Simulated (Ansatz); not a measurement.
# CH4O3SW: small, medium and large basis sets

The task here is to estimate one member of a computed series from the others.

Method: one geometry, several basis sets; program: Ansatz 0.2.0, Gaussian basis.

Plan: PBE0-D4/def2-SVP; ωB97M-V/def2-SVP; PBE0-D4/def2-QZVPP; ωB97M-V/def2-QZVPP; the functionals' def2-TZVPP values are taken from earlier runs.

1 further run of the same task is left out (for a known fault of the program).

### The relaxed structure

All runs share one geometry, relaxed beforehand with PBE0-D4 in a triple-zeta def2 set. W takes the def2 core potential; no spin-orbit term is included.

10 atoms, charge 0, spin multiplicity 1.

Atoms are counted from 1 here; the program's logs count them from 0.

Bond lengths: C1–O2 1.409 Å, C1–H7 1.092 Å, C1–H8 1.092 Å, C1–H9 1.093 Å, O2–W3 1.847 Å, W3–O4 1.701 Å, W3–O5 1.880 Å, W3–S6 2.140 Å, O5–H10 0.960 Å. Angles: O2–C1–H7 108.6°, O2–C1–H8 109.1°, O2–C1–H9 110.4°, H7–C1–H8 109.3°, H7–C1–H9 109.7°, H8–C1–H9 109.7°, C1–O2–W3 141.7°, O2–W3–O4 108.9°, O2–W3–O5 110.2°, O2–W3–S6 108.6°, O4–W3–O5 109.9°, O4–W3–S6 109.3°, O5–W3–S6 109.9°, W3–O5–H10 123.7°.

Set-up of the first run:

in.yaml reads:

```yaml
crystal:
  periodic: [false, false, false]
  atoms:
    - {symbol: C, position_ang: [-0.213531, -1.402799, 1.272402]}
    - {symbol: O, position_ang: [0.109947, -0.754940, 0.063513]}
    - {symbol: W, position_ang: [-0.135078, 0.837563, -0.838492]}
    - {symbol: O, position_ang: [-0.987721, 0.529398, -2.277185]}
    - {symbol: O, position_ang: [1.527089, 1.622551, -1.234683]}
    - {symbol: S, position_ang: [-1.284255, 2.152090, 0.398418]}
    - {symbol: H, position_ang: [0.700343, -1.819924, 1.700135]}
    - {symbol: H, position_ang: [-0.917406, -2.212009, 1.067180]}
    - {symbol: H, position_ang: [-0.659690, -0.695729, 1.975710]}
    - {symbol: H, position_ang: [1.860313, 1.743799, -2.126999]}
basis:
  gaussian: {orbitals: def2-SVP}
hamiltonian: {xc: pbe0, dispersion: d4}
output: {orbitals: {seedname: orbitals}}
```

Run with:

```console
> ansatz run in.yaml --threads 2 --pin off --events-out ev --progress --plain --max-ram 20480MiB --backend cpu
```

Steps of the session up to this table: PBE0-D4 in def2-SVP; ωB97M-V in def2-SVP; PBE0-D4 in def2-QZVPP; ωB97M-V in def2-QZVPP.

One of the session's tables, all rows but one given; the rest of the session is left out.

It belongs to the step «Density functionals: the series». 

| functional | basis | HOMO (eV) | LUMO (eV) |
| --- | --- | --- | --- |
| PBE0-D4 | def2-SVP | ? | ? |
| PBE0-D4 | def2-TZVPP | -7.43 | -2.00 |
| PBE0-D4 | def2-QZVPP | -7.46 | -2.04 |
| ωB97M-V | def2-SVP | -9.50 | 0.13 |
| ωB97M-V | def2-TZVPP | -9.55 | 0.05 |
| ωB97M-V | def2-QZVPP | -9.58 | -0.02 |

Q: Estimate the row for PBE0-D4, def2-SVP from the others.

The run gave: HOMO (eV): -7.42; LUMO (eV): -1.96. In the column «HOMO (eV)» it is the highest.
